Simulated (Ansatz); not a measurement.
# AlSbH3F (SMILES [F][AlH][SbH2]): revPBE/def2-SVP (core potential)

What is the energy change on altering one bond length of AlSbH3F at revPBE/def2-SVP (core potential)? 

The results are computed with Ansatz 0.2.0.

60 further runs of the same task are left out: 60 set aside as unsound or not needed.

### 1 The system as given

AlSbH3F: 6 atoms, total charge 0, spin state singlet. SMILES: `[F][AlH][SbH2]`. Geometry: relaxed at PBE0-D4/def2-TZVP. This is one conformer, not always the lowest.

Bond lengths: F1–Al2 1.653 Å, Al2–Sb3 2.636 Å, Al2–H4 1.582 Å, Sb3–H5 1.710 Å, Sb3–H6 1.709 Å. Angles: F1–Al2–Sb3 116.3°, F1–Al2–H4 116.4°, Sb3–Al2–H4 127.3°, Al2–Sb3–H5 88.3°, Al2–Sb3–H6 87.8°, H5–Sb3–H6 91.6°.

### 2 A single-point energy at revPBE/def2-SVP (core potential)

input.yaml reads:

```yaml
crystal:
  periodic: [false, false, false]
  atoms:
    - symbol: F
      position_ang: [-1.114600, -1.632400, 1.262300]
    - symbol: Al
      position_ang: [-0.336100, -1.039300, -0.069800]
    - symbol: Sb
      position_ang: [1.279900, 1.003700, 0.334800]
    - symbol: H
      position_ang: [-0.594800, -1.800700, -1.431700]
    - symbol: H
      position_ang: [0.842100, 1.592000, -1.209900]
    - symbol: H
      position_ang: [-0.034400, 1.812900, 1.068100]
basis:
  gaussian:
    orbitals: def2-SVP
total_charge: 0
hamiltonian:
  xc: {name: revPBE}
accuracy: high
output: {orbitals: {seedname: orbitals}}
```

Started as:

```bash
$ ansatz run input.yaml --threads 1 --pin off --max-ram 3480MiB --events-out events.jsonl --progress --plain --runs-dir runs
```

Log:

```text
Warning: RAYON_NUM_THREADS=1 ignored (pool sized by the plan → 1); use --threads N
Functional definition: revPBE
  name "revPBE"
  parameter kappa = 1.245
  parameter beta = 0.06672455060314922
  exchange = pbe_x(kappa = kappa, mu = beta*pi^2/3)
  correlation = pbe_c(beta = beta)
1642 factors; integrals over basis functions are off by at most 3.6e-9 eV
mean field evaluation 1: about -15893.7623 eV, gradient 3.8e1 eV
mean field evaluation 2: about -15877.1950 eV, gradient 1.1e2 eV
mean field evaluation 4: about -15896.4669 eV, gradient 3.8e0 eV
mean field evaluation 8: about -15896.5146 eV, gradient 8.1e-2 eV
mean field evaluation 16: about -15896.5146 eV, gradient 1.3e-5 eV
mean field -15896.51464962 eV, -584.1861383289 hartree, gradient 3.1e-8 eV, S^2 0.000000; 0 other end points of the search recorded, 0 dependent functions left out
reference -15896.51465411 eV, -584.1861384941 hartree; 24, 24 occupied and 49, 49 virtual orbitals, 1642 factors
Total energy: -15896.51465411 eV, -584.1861384941 hartree
```

It took 5.7 s on 1 thread of Arm Neoverse V1, shared host; peak memory 0.19 GiB.

### 3 The distorted shape, same level

in.yaml reads:

```yaml
crystal:
  periodic: [false, false, false]
  atoms:
    - {symbol: F, position_ang: [-0.907634, -1.023262, 2.351853]}
    - {symbol: Al, position_ang: [-0.129134, -0.430162, 1.019753]}
    - {symbol: Sb, position_ang: [1.486866, 1.612838, 1.424353]}
    - {symbol: H, position_ang: [-0.594800, -1.800700, -1.431700]}
    - {symbol: H, position_ang: [1.049066, 2.201138, -0.120347]}
    - {symbol: H, position_ang: [0.172566, 2.422038, 2.157653]}
basis:
  gaussian:
    orbitals: def2-SVP
hamiltonian:
  xc: {name: revPBE}
accuracy: high
output: {orbitals: {seedname: orbitals}}
```

Started as:

```bash
$ ansatz run in.yaml --threads 1 --pin off --max-ram 3480MiB --events-out events.jsonl --progress --plain --runs-dir runs
```

Log:

```text
Warning: RAYON_NUM_THREADS=1 ignored (pool sized by the plan → 1); use --threads N
Functional definition: revPBE
  name "revPBE"
  parameter kappa = 1.245
  parameter beta = 0.06672455060314922
  exchange = pbe_x(kappa = kappa, mu = beta*pi^2/3)
  correlation = pbe_c(beta = beta)
1619 factors; integrals over basis functions are off by at most 6.4e-9 eV
mean field evaluation 1: about -15889.7798 eV, gradient 4.0e1 eV
mean field evaluation 2: about -15862.0933 eV, gradient 1.2e2 eV
mean field evaluation 4: about -15891.5073 eV, gradient 1.7e1 eV
mean field evaluation 8: about -15893.9914 eV, gradient 3.6e-1 eV
mean field evaluation 16: about -15893.9834 eV, gradient 5.7e-4 eV
mean field -15893.98335202 eV, -584.0931148577 hartree, gradient 4.8e-8 eV, S^2 0.000000; 0 other end points of the search recorded, 0 dependent functions left out
reference -15893.98335681 eV, -584.0931150340 hartree; 24, 24 occupied and 49, 49 virtual orbitals, 1619 factors
Total energy: -15893.98335681 eV, -584.0931150340 hartree
```

Run time: 6 s. Hardware: 1 thread of Arm Neoverse V1, shared host; peak memory 0.19 GiB.

### 4 Summary of results

Level: revPBE/def2-SVP (core potential).

| quantity | value |
| --- | --- |
| first shape: total energy | -584.18614 Eh |
| first shape: HOMO energy | -6.08 eV |
| first shape: LUMO energy | -2.00 eV |
| first shape: HOMO–LUMO gap | 4.09 eV |
| distorted shape: total energy | -584.09312 Eh |
| distorted shape: HOMO energy | -5.53 eV |
| distorted shape: LUMO energy | -3.36 eV |
| distorted shape: HOMO–LUMO gap | 2.17 eV |
| energy change with the Al2–H4 bond stretched from 1.582 to 2.847 Å | 2.531 eV |

**Reading.** With the Al2–H4 bond stretched from 1.582 to 2.847 Å the energy rises by 2.53 eV (244 kJ/mol). The first shape isn't relaxed at this level, so the change isn't measured from a minimum.
